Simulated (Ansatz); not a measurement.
# C2H6CdFN: small, medium and large basis sets

One table from this session's results is given with a row withheld; the runs are named, their logs left out.

Computed with Ansatz 0.2.0, Gaussian basis. Level: one geometry, several basis sets.

The runs, in order: PBE0-D4/def2-SVP; ωB97M-V/def2-SVP; PBE0-D4/def2-QZVPP; ωB97M-V/def2-QZVPP; the functionals' def2-TZVPP values are taken from earlier runs.

### Structure used throughout

The geometry comes from an earlier relaxation with PBE0-D4 in a triple-zeta def2 set; it is a stationary point, not always the lowest conformer. Cd takes the def2 core potential; no spin-orbit term is included.

SMILES `C[N](C)[Cd][F]`, 11 atoms, charge 0, spin multiplicity 1.

Atoms are counted from 1 here; the program's logs count them from 0.

Bond lengths: C1–N2 1.443 Å, C1–H6 1.103 Å, C1–H7 1.100 Å, C1–H8 1.093 Å, N2–C3 1.443 Å, N2–Cd4 1.998 Å, C3–H9 1.103 Å, C3–H10 1.093 Å, C3–H11 1.100 Å, Cd4–F5 1.936 Å. Angles: N2–C1–H6 114.2°, N2–C1–H7 109.5°, N2–C1–H8 111.2°, H6–C1–H7 106.7°, H6–C1–H8 107.9°, H7–C1–H8 107.0°, C1–N2–C3 111.5°, C1–N2–Cd4 118.1°, C3–N2–Cd4 118.1°, N2–C3–H9 114.2°, N2–C3–H10 111.2°, N2–C3–H11 109.5°, H9–C3–H10 107.9°, H9–C3–H11 106.7°, H10–C3–H11 107.0°, N2–Cd4–F5 174.6°.

The first run:

The input, in.yaml:

```yaml
crystal:
  periodic: [false, false, false]
  atoms:
    - {symbol: C, position_ang: [-1.140348, -0.542278, 0.450319]}
    - {symbol: N, position_ang: [-0.066933, -0.022084, -0.362199]}
    - {symbol: C, position_ang: [1.198235, -0.623074, -0.014114]}
    - {symbol: Cd, position_ang: [-0.091286, 1.921837, -0.823020]}
    - {symbol: F, position_ang: [-0.150962, 3.755403, -1.442525]}
    - {symbol: H, position_ang: [-1.015286, -0.365918, 1.532163]}
    - {symbol: H, position_ang: [-1.209040, -1.631949, 0.313700]}
    - {symbol: H, position_ang: [-2.103349, -0.120492, 0.151117]}
    - {symbol: H, position_ang: [1.507574, -0.453066, 1.031131]}
    - {symbol: H, position_ang: [1.999837, -0.262271, -0.663766]}
    - {symbol: H, position_ang: [1.137057, -1.713008, -0.152207]}
basis:
  gaussian: {orbitals: def2-SVP}
hamiltonian: {xc: pbe0, dispersion: d4}
output: {orbitals: {seedname: orbitals}}
```

Launch:

```bash
> ansatz run in.yaml --threads 4 --pin off --events-out ev --progress --plain --max-ram 11315MiB
```

Among the steps run: PBE0-D4 in def2-SVP; ωB97M-V in def2-SVP; PBE0-D4 in def2-QZVPP; ωB97M-V in def2-QZVPP.

One table of the session follows, with a row left open; its other results are not shown here.

It belongs to the step «Density functionals: the series». 

| functional | basis | HOMO (eV) |
| --- | --- | --- |
| PBE0-D4 | def2-SVP | -5.96 |
| PBE0-D4 | def2-TZVPP | -6.14 |
| PBE0-D4 | def2-QZVPP | ? |
| ωB97M-V | def2-SVP | -8.20 |
| ωB97M-V | def2-TZVPP | -8.39 |
| ωB97M-V | def2-QZVPP | -8.41 |

**Question.** Estimate the row for PBE0-D4, def2-QZVPP.

The run gave: HOMO (eV): -6.16. In the column «HOMO (eV)» it lies between ωB97M-V, def2-SVP (-8.20) and PBE0-D4, def2-TZVPP (-6.14).
